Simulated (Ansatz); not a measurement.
## Sr2SO in Ansatz: the effect of exact exchange

The system is Sr2SO.

```
Sr S O
1.0
     4.04324    0.00000    0.00000
     0.00000    4.04324    0.00000
     0.00000    0.00000    5.71800
Sr S O
2 1 1
Direct
  0.50000 0.50000 0.50000
  0.00000 0.00000 0.00000
  0.00000 0.00000 0.50000
  0.50000 0.50000 0.00000
```

The cell comes from a database or a generator and needn't be the stable form of this composition.

Alike in all runs:

| Property | Result |
| --- | --- |
| Program | Ansatz 0.2.0 |
| Task | single point |
| Functional | HSE06 form with a typed share of exact exchange |
| Potentials or basis | Ansatz PAW |
| Cutoff | 420 eV (not typed: the program's choice for these potentials) |
| k mesh | 4 × 4 × 3 |
| Occupations | fermi-dirac, width 0.05 eV |
| Spin | no spin polarisation |

Question: One run gave: gap on the mesh 4.75 eV; pressure -2.1 GPa. Which exact exchange did it use?
A. 0.4
B. 0.15
C. 0.5
D. 0.2
E. 0.3

Answer: C.

| exact exchange | gap on the mesh (eV) | pressure (GPa) |
| --- | --- | --- |
| 0.05 | 2.45 | -0.4 |
| 0.1 | 2.69 | -0.6 |
| 0.15 | 2.94 | -0.8 |
| 0.2 | 3.19 | -1.0 |
| 0.25 | 3.44 | -1.2 |
| 0.3 | 3.70 | -1.4 |
| 0.4 | 4.22 | -1.7 |
| 0.5 | 4.75 | -2.1 |

Caveats: odd divisions of the mesh miss points on the zone boundary, where band edges often lie, so the gap on the mesh can be too wide; the PAW data sets come from PBE, with cores solved anew for the run's functional, which leaves a small shift of forces and pressure; the thresholds are loose for stress.

A k mesh can miss the band edges.
